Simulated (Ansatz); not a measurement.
# CH3ClFOV: a ladder of functionals and wavefunction methods

An exercise on one series of results from a longer session: the logs are not shown, and one member is left open.

Method: functionals in def2-TZVPP, the program's frozen cores in correlated methods; program: Ansatz 0.2.0, Gaussian basis.

Levels to be run: LDA (SPW92), PBE-D4, revPBE-D4, BLYP-D4, r2SCAN-D4, B97M-V, PBE0-D4, B3LYP-D4, r2SCANh-D4, r2SCAN0-D4, HSE06-D4, BHLYP-D4, CAM-B3LYP-D4, LC-ωPBE, ωB97X-V, ωB97M-V, B2PLYP, PBE-QIDH; CCSD(T)/def2-SVP; CCSD(T)/def2-TZVPP; MP2/def2-QZVPP; extrapolation to the limit; RPA on PBE.

**The geometry**

An earlier PBE0-D4 in a triple-zeta def2 set relaxation fixed the geometry.

SMILES `[CH3][V](=[O])([F])[Cl]`, 8 atoms, charge 0, spin multiplicity 1.

Atoms are counted from 1 here; the program's logs count them from 0.

Bond lengths: C1–V2 1.989 Å, C1–H6 1.093 Å, C1–H7 1.091 Å, C1–H8 1.093 Å, V2–O3 1.547 Å, V2–F4 1.723 Å, V2–Cl5 2.143 Å. Angles: V2–C1–H6 107.3°, V2–C1–H7 109.0°, V2–C1–H8 107.0°, H6–C1–H7 110.3°, H6–C1–H8 111.4°, H7–C1–H8 111.5°, C1–V2–O3 102.8°, C1–V2–F4 107.0°, C1–V2–Cl5 106.5°, O3–V2–F4 111.7°, O3–V2–Cl5 111.3°, F4–V2–Cl5 116.4°.

The first run:

File in.yaml:

```yaml
crystal:
  periodic: [false, false, false]
  atoms:
    - {symbol: C, position_ang: [-0.862356, -0.196630, 0.547874]}
    - {symbol: V, position_ang: [0.789834, 0.069975, -0.526127]}
    - {symbol: O, position_ang: [1.800093, -0.880940, 0.157368]}
    - {symbol: F, position_ang: [0.431038, -0.431246, -2.134623]}
    - {symbol: Cl, position_ang: [1.358404, 2.120292, -0.271951]}
    - {symbol: H, position_ang: [-1.145839, -1.247566, 0.453659]}
    - {symbol: H, position_ang: [-0.652258, 0.047607, 1.590167]}
    - {symbol: H, position_ang: [-1.626716, 0.461409, 0.127832]}
basis:
  gaussian: {orbitals: def2-TZVPP}
hamiltonian: {xc: lda}
output: {orbitals: {seedname: orbitals}}
```

Started as:

```sh
$ ansatz run in.yaml --threads 4 --pin off --events-out ev --progress --plain --max-ram 10444MiB
```

Steps of the session up to this table: LDA; PBE-D4 (GGA); revPBE-D4 (GGA); BLYP-D4 (GGA); r2SCAN-D4 (meta-GGA); B97M-V (meta-GGA); PBE0-D4 (hybrid); B3LYP-D4 (hybrid); r2SCANh-D4 (hybrid); r2SCAN0-D4 (hybrid); HSE06-D4 (hybrid); BHLYP-D4 (hybrid); CAM-B3LYP-D4 (range-separated); LC-ωPBE (range-separated); ωB97X-V (range-separated); ωB97M-V (range-separated); B2PLYP (double hybrid); PBE-QIDH (double hybrid).

One of the session's tables, all rows but one given; the rest of the session is left out.

It belongs to the step «Frontier levels by functional». 

| functional | HOMO (eV) | LUMO (eV) | gap (eV) |
| --- | --- | --- | --- |
| LDA (SPW92) | ? | ? | ? |
| PBE-D4 | -7.83 | -4.65 | 3.18 |
| revPBE-D4 | -7.76 | -4.56 | 3.21 |
| BLYP-D4 | -7.72 | -4.55 | 3.17 |
| r2SCAN-D4 | -8.20 | -4.62 | 3.59 |
| B97M-V | -8.31 | -4.55 | 3.76 |
| PBE0-D4 | -9.37 | -3.62 | 5.75 |
| B3LYP-D4 | -9.11 | -3.90 | 5.21 |
| r2SCANh-D4 | -8.77 | -4.21 | 4.56 |
| r2SCAN0-D4 | -9.62 | -3.57 | 6.04 |
| HSE06-D4 | -8.96 | -4.00 | 4.96 |
| BHLYP-D4 | -10.78 | -2.35 | 8.42 |
| CAM-B3LYP-D4 | -10.81 | -2.48 | 8.33 |
| LC-ωPBE | -12.19 | -1.34 | 10.85 |
| ωB97X-V | -11.82 | -1.33 | 10.49 |
| ωB97M-V | -11.70 | -1.29 | 10.41 |

Q: Estimate the row for LDA (SPW92) from the others.

The run gave: HOMO (eV): -8.00; LUMO (eV): -4.93; gap (eV): 3.07. In the column «HOMO (eV)» it lies between r2SCAN-D4 (-8.20) and PBE-D4 (-7.83).
